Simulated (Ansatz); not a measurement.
**C₂H₂BBr (SMILES B#CCBr): a relaxed scan of the bond length C3–Br4**

How does the energy rise as the bond length C3–Br4 leaves its equilibrium value, and do density functionals follow CCSD(T)? At each value the rest of the molecule is relaxed at PBE0-D4 with the distance held.

Computed with Ansatz 0.2.0, Gaussian basis. Level: single points in def2-TZVPP.

Levels: PBE-D4, r2SCAN-D4, PBE0-D4, B3LYP-D4, wB97M-V, Hartree-Fock, MP2, CCSD, CCSD(T). The scan takes 1.784, 1.824, 1.882, 1.950, 2.026, 2.107, 2.193, 2.284, 2.379 Å.

Cores are frozen in the correlated methods. Filled d shells of the heavier atoms are correlated. B3LYP uses VWN-RPA correlation.

23 further runs of the same task are left out: 23 set aside as unsound or not needed.

## Step 1: Starting geometry

The minimum, relaxed at PBE0-D4: SMILES `B#CCBr`, 6 atoms, charge 0, spin multiplicity 1.

Atoms are counted from 1 here; the program's logs count them from 0.

Bond lengths: B1–C2 1.408 Å, C2–C3 1.412 Å, C3–Br4 1.982 Å, C3–H5 1.094 Å, C3–H6 1.098 Å. Angles: B1–C2–C3 144.0°, C2–C3–Br4 117.5°, C2–C3–H5 113.2°, C2–C3–H6 109.2°, Br4–C3–H5 105.5°, Br4–C3–H6 104.1°, H5–C3–H6 106.4°.

As a file:

```
B     0.00945   -2.24496    0.45482
C    -0.10291   -0.84984    0.60697
C     0.12701    0.38998   -0.02769
Br   -1.37488    1.19176   -1.04344
H     0.97121    0.36808   -0.72269
H     0.37011    1.14500    0.73203
```

Energies of the minimum (eV), from earlier single points: PBE-D4 -72809.33752, r2SCAN-D4 -72821.25740, PBE0-D4 -72811.65792, B3LYP-D4 -72824.57382, wB97M-V -72818.15781, CCSD(T) -72777.92087.

At the minimum the bond length C3–Br4 is 1.982 Å.

## Step 2: C3–Br4 = 1.784 Å

Contents of relax/in.yaml:

```yaml
crystal:
  periodic: [false, false, false]
  atoms:
    - {symbol: B, position_ang: [0.009450, -2.244960, 0.454817]}
    - {symbol: C, position_ang: [-0.102906, -0.849842, 0.606967]}
    - {symbol: C, position_ang: [0.127007, 0.389978, -0.027690]}
    - {symbol: Br, position_ang: [-1.224511, 1.111481, -0.941741]}
    - {symbol: H, position_ang: [0.971209, 0.368080, -0.722690]}
    - {symbol: H, position_ang: [0.370111, 1.144997, 0.732034]}
basis:
  gaussian: {orbitals: def2-TZVP}
hamiltonian: {xc: pbe0, dispersion: d4}
relax: {f_tol: 0.005, max_steps: 200, constraints: [{distance: [2, 3]}]}
```

The command line of these runs was not kept.

After this run come: C3–Br4 = 1.824 Å; C3–Br4 = 1.882 Å; C3–Br4 = 1.950 Å; C3–Br4 = 2.026 Å; C3–Br4 = 2.107 Å; C3–Br4 = 2.193 Å; C3–Br4 = 2.284 Å; C3–Br4 = 2.379 Å.

Before running it: what results should come out? Wanted: highest point, CCSD(T); lowest point, CCSD(T); minimum along the scan, CCSD(T); RMS deviation from CCSD(T); largest T1 diagnostic.

The runs gave:

```
                       quantity                                                                                                            value
         highest point, CCSD(T)                                                                                         13.8 kcal/mol at 2.379 Å
          lowest point, CCSD(T)                                                                                          0.0 kcal/mol at 1.982 Å
minimum along the scan, CCSD(T)                                                                                                          1.967 Å
                curvature there                                                                                                       13.8 eV/Å²
     RMS deviation from CCSD(T)  PBE-D4 4.3, r2SCAN-D4 3.9, PBE0-D4 1.7, B3LYP-D4 3.6, wB97M-V 0.7, Hartree-Fock 1.2, MP2 1.0, CCSD 0.6 kcal/mol
          largest T1 diagnostic                                                                                                            0.081
```

In words: A polynomial through the near points puts the CCSD(T) minimum 0.015 Å below the PBE0-D4 value. The well is lopsided: squeezing costs more than stretching by the same length. Curvature against CCSD(T): PBE-D4 -49 %, Hartree-Fock -5 %. The curve of CCSD lies nearest to CCSD(T), that of PBE-D4 farthest. The T1 diagnostic is large here, over the usual mark for main-group molecules (transition-metal compounds often pass it harmlessly), so CCSD(T) itself may be off. The restricted Hartree–Fock reference is unstable towards an unrestricted one at one or more of these structures.
